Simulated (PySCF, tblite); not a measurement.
**C₃H₉BSSi: geometry, infrared bands and NMR shifts**

What infrared bands and NMR shifts should C₃H₉BSSi (`CB1C[SiH2]SC1`) show?

Computed with tblite 0.8.0 and PySCF 2.14.0, with density-fitted response routines of our own, on a single molecule in the gas phase. Atoms are numbered from 0 throughout.

## Step 1: The molecule as given

15 atoms, charge 0, multiplicity 1; geometry from: force field or distance geometry start.

Bonds of the start (Å): C0–B1 1.61, B1–C2 1.60, C2–Si3 1.89, Si3–S4 2.15, S4–C5 1.82, C5–B1 1.59, C0–H6 1.09, C0–H7 1.11, C0–H8 1.12, C2–H9 1.11, C2–H10 1.11, Si3–H11 1.45, Si3–H12 1.46, C5–H13 1.11, C5–H14 1.10.

## Step 2: Relaxing the molecule with GFN2-xTB

What the job is given:

```
{"job": {"kind": "relax", "xc": "GFN2-xTB", "basis": "xTB"}, "charge": 0, "multiplicity": 1}
C      1.663800    -0.766400     0.095900
B      0.639100     0.432600     0.432600
C     -0.742000     0.066800     1.155200
Si    -1.631600    -0.661700    -0.350100
S     -0.611200     0.500000    -1.840200
C      0.366800     1.523100    -0.694700
H      2.268000    -1.057300     0.958300
H      2.273200    -0.528400    -0.799900
H      1.011400    -1.627000    -0.213500
H     -0.593900    -0.698700     1.944500
H     -1.273300     0.961800     1.527300
H     -3.033300    -0.274700    -0.383400
H     -1.399100    -2.093500    -0.474200
H     -0.241400     2.327800    -0.233100
H      1.299100     1.903600    -1.146600
```

On the command line:

```console
> OMP_NUM_THREADS=1 python probes_run.py task.json out
```

The driver reads the jobs from task.json and runs them one after another.

**Question.** This job is followed by: GFN2-xTB harmonic vibrations, gas phase; GIAO PBE0/pcSseg-1 NMR shielding, non-relativistic, gas phase. Predict these results of the whole session: strongest single infrared mode (GFN2-xTB); zero-point energy (GFN2-xTB); ¹³C shifts against TMS (PBE0/pcSseg-1); ¹H shifts against TMS (PBE0/pcSseg-1, means over atoms taken as alike); ¹¹B shifts against BF3·OEt2 (PBE0/pcSseg-1); ²⁹Si shifts against TMS (PBE0/pcSseg-1); ³³S shifts against CS2 (PBE0/pcSseg-1).

**Answer**, as computed:

```
                                                              quantity                       value
                             strongest single infrared mode (GFN2-xTB)       2264 cm⁻¹, 323 km/mol
                                          zero-point energy (GFN2-xTB)               69.8 kcal/mol
                                ¹³C shifts against TMS (PBE0/pcSseg-1)        35.5, 18.8, 12.4 ppm
¹H shifts against TMS (PBE0/pcSseg-1, means over atoms taken as alike)  5.13, 2.92, 1.08, 1.02 ppm
                           ¹¹B shifts against BF3·OEt2 (PBE0/pcSseg-1)                    90.8 ppm
                               ²⁹Si shifts against TMS (PBE0/pcSseg-1)                    -9.2 ppm
                                ³³S shifts against CS2 (PBE0/pcSseg-1)                    -185 ppm
```

What this shows: Over 151 steps the energy fell by 0.588 eV; of the close pairs, C0–B1 changed most, 1.613 to 1.573 Å. No mode is imaginary among the 39: a minimum at this level. The strongest single mode, at 2264 cm⁻¹, moves mainly H12. GFN2-xTB is a fitted tight-binding method: band positions and strengths are rough. Its intensities can rank the bands wrongly. At PBE0/pcSseg-1: The largest span, 474 ppm, is at S4, where the paramagnetic term is -369 ppm.
